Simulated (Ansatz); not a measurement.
# WH+ (septet): the correlation ladder, def2-QZVPP

One table from this session's results is given with a row withheld; the runs are named, their logs left out.

Method: def2-QZVPP, core rule «outside noble gas», up to 4 orbitals frozen; program: Ansatz 0.2.0, Gaussian basis.

To be run: UHF; ROHF; CCSD(T) on UHF.

## The geometry

The geometry is a PBE0/def2-TZVP stationary point (not a proven minimum) of the parent state, kept for this charge and spin. No spin-orbit coupling is included. Elements past krypton take def2 core potentials.

2 atoms, charge 1, spin multiplicity 7.

Atoms are counted from 1 here; the program's logs count them from 0.

Bond lengths: W1–H2 1.713 Å.

The first run:

in.yaml reads:

```yaml
crystal:
  periodic: [false, false, false]
  atoms:
    - {symbol: W, position_ang: [0.000000, 0.000000, 0.000000]}
    - {symbol: H, position_ang: [0.000000, 0.000000, 1.712600]}
basis:
  gaussian: {orbitals: "def2-QZVPP.json"}
total_charge: 1
magnetization: {spin_polarized: true, initial_magnetization: 6}
hamiltonian: {xc: hf}
output: {orbitals: {seedname: orbitals}}
```

The run is started by

```bash
ansatz run in.yaml --threads 1 --pin off --events-out ev --progress --plain --max-ram 4096MiB --backend cpu
```

Among the steps run: UHF; ROHF; CCSD(T) on UHF.

One of the session's tables, all rows but one given; the rest of the session is left out.

| method | from UCCSD(T) (kJ/mol) |
| --- | --- |
| ROHF | ? |
| UHF | +198.0 |
| UMP2 | +27.3 |
| UCCSD | +4.4 |
| UCCSD(T) | 0 |

**Question.** Estimate the row for ROHF.

As computed: from UCCSD(T) (kJ/mol): +210.7. In the column «from UCCSD(T) (kJ/mol)» it is the highest.
